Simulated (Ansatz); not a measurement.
## BF2HS, SMILES FB(F)S: vertical energies of changing the electron count, step by step

Computed with Ansatz 0.2.0 through its Python package.

The cells in order, each with its output:

```python
import ansatz
```

```python
def single_point(molecule, charge=0, unpaired=0):
    calc = (
        molecule.calculation()
        .basis(gaussian='def2-TZVP')
        .functional('hf')
    )
    if charge:
        calc = calc.charge(charge)
    if unpaired:
        calc = calc.spin('collinear', total=unpaired)
    report = calc.run(threads=1, backend='cpu').report
    if report['published_state_doubts']:
        print('  doubts:', report['published_state_doubts'])
    return report['free_energy_ev']
```

```python
GEOMETRY = '''
F     0.93500   -1.55420    0.12700
B    -0.12450   -0.48590    0.24880
F    -0.90980   -0.36790    1.46090
S    -0.36900    0.72080   -1.17250
H     0.51810    1.61350   -0.70560
'''
```

```python
molecule = ansatz.Crystal.molecule()
for line in GEOMETRY.strip().splitlines():
    symbol, *xyz = line.split()
    molecule = molecule.atom(symbol, [float(v) for v in xyz])
```

```python
parent = single_point(molecule, 0, 0)
cation = single_point(molecule, 1, 1)
print(f'E(N)   = {parent:.5f} eV')
print(f'E(N-1) = {cation:.5f} eV  (1 unpaired)')
print(f'vertical ionisation energy {cation - parent:.3f} eV')
```

    E(N)   = -16922.21959 eV
    E(N-1) = -16912.41869 eV  (1 unpaired)
    vertical ionisation energy 9.801 eV

At this unrelaxed geometry removing an electron costs 9.80 eV.

What to keep in mind:
- Total energies depend on the basis set; only differences at equal settings carry meaning.
- The geometry is a force-field or estimated start, not a minimum of this method, and the basis set is short of its limit. All parts are taken at fixed geometry, without zero-point energy. At an unrelaxed start these energies can be a whole eV from those at the minimum, and a small affinity can change sign.
- Hartree-Fock leaves correlation out, so bond, atomisation and ionisation energies come out well too low.
- The whole script took 15 s on 1 thread of AMD EPYC 7571 (shared host), peak memory 0.33 GiB.
